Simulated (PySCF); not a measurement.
# [Pt2H5]−: other functionals and bases at one geometry

The task here is to estimate one member of a computed series from the others.

Program: PySCF 2.14.0. Level of theory: several levels, as the steps say, no spin–orbit coupling. These are calculated values, not measurements.

3 further runs of the same task are left out: 2 for a known fault of the program, 1 set aside as unsound or not needed. Runs told in other sessions of the task aren't counted.

## Starting geometry

7 atoms, charge -1, spin multiplicity 1.

Bond lengths: Pt1–H3 1.705 Å, Pt1–H4 1.720 Å, Pt1–H5 1.720 Å, Pt1–H6 1.664 Å, Pt2–H3 1.705 Å, Pt2–H4 1.720 Å, Pt2–H5 1.720 Å, Pt2–H7 1.664 Å. Angles: H3–Pt1–H4 64.0°, H3–Pt1–H5 64.0°, H3–Pt1–H6 135.2°, H4–Pt1–H5 60.0°, H4–Pt1–H6 146.9°, H5–Pt1–H6 146.9°, H3–Pt2–H4 64.0°, H3–Pt2–H5 64.0°, H3–Pt2–H7 135.2°, H4–Pt2–H5 60.0°, H4–Pt2–H7 146.9°, H5–Pt2–H7 146.9°, Pt1–H3–Pt2 107.0°, Pt1–H4–Pt2 105.6°, Pt1–H5–Pt2 105.6°.

As a file:

```
atom    x (Å)    y (Å)    z (Å)
 Pt1   0.0057   0.0000   1.3700
 Pt2   0.0057   0.0000  -1.3700
  H3   1.0204   0.0000   0.0000
  H4  -0.5789   0.8593   0.0000
  H5  -0.5789  -0.8593   0.0000
  H6   0.2446   0.0000   3.0173
  H7   0.2446   0.0000  -3.0173
```

Formal oxidation states: Pt +2. An earlier session relaxed this geometry at r2SCAN, Pt def2-SVP with ECP60, H def2-SVP (singlet, point group C2v).

At r2SCAN on the finer grid: E = -241.853909 Eh, HOMO -1.26 eV, LUMO 1.76 eV, Mulliken charge on Pt1 -0.26 e, largest force component 0.038 eV/Å. 

Levels to run: PBE; HF; TPSSh; TPSS; r2SCAN, TZVP; r2SCAN, x2c-SVP. Hardware: 2 threads of Arm Neoverse V1, shared host.

Set-up of the first run:

run.py (the lines that set the calculation) reads:

```python
mol = gto.M(atom='''
Pt     0.00570     0.00000     1.37005
Pt     0.00569     0.00000    -1.37005
H      1.02036    -0.00001     0.00000
H     -0.57887     0.85930     0.00000
H     -0.57888    -0.85929     0.00000
H      0.24457     0.00000     3.01727
H      0.24457     0.00000    -3.01727''',
    basis={'Pt': 'def2-SVP', 'H': 'def2-SVP'},
    ecp={'Pt': 'def2-SVP'},
    charge=-1, spin=0)
mf = dft.RKS(mol, xc='PBE')
mf.grids.atom_grid = (75, 302)
mf = mf.density_fit()  # fitting sets: Pt def2-universal-JKFIT, H def2-universal-JKFIT
mf.conv_tol = 1e-08; mf.max_cycle = 55
mf.kernel(dm0)  # dm0: the density of the relaxed state
```

Run with:

```sh
> OMP_NUM_THREADS=2 python run.py
```

Steps of the session up to this table: PBE; HF; TPSSh; TPSS; r2SCAN, TZVP; r2SCAN, x2c-SVP.

One of the session's tables, all rows but one given; the rest of the session is left out.

| level | HOMO (eV) | gap (eV) | charge on Pt1 (e) | dipole (D) | largest force component (eV/Å) |
| --- | --- | --- | --- | --- | --- |
| r2SCAN (relaxed here) | -1.26 | 3.02 | -0.26 | 0.69 | 0.04 |
| PBE | ? | ? | ? | ? | ? |
| HF | -4.17 | 8.81 | -0.18 | 1.02 | 0.86 |
| TPSSh | -1.47 | 3.45 | -0.24 | 0.70 | 0.16 |
| TPSS | -1.06 | 2.80 | -0.25 | 0.67 | 0.30 |
| r2SCAN, TZVP | -1.24 | 2.92 | -0.36 | 0.66 | 0.14 |
| r2SCAN, x2c-SVP | -1.32 | 3.04 | -0.50 | 0.67 | 0.33 |

Q: Estimate the row for PBE from the others.

**Answer.** HOMO (eV): -1.04; gap (eV): 2.69; charge on Pt1 (e): -0.34; dipole (D): 0.63; largest force component (eV/Å): 0.39. In the column «HOMO (eV)» it is the highest.

The dipole of a charged species depends on the origin, so these sizes hold for this origin alone.

In one basis the HOMO–LUMO gap runs from 2.69 eV (PBE) to 8.81 eV (HF). The largest leftover force, 0.86 eV/Å with HF, stands at a geometry relaxed at another level. Total energies of different levels can't be compared.
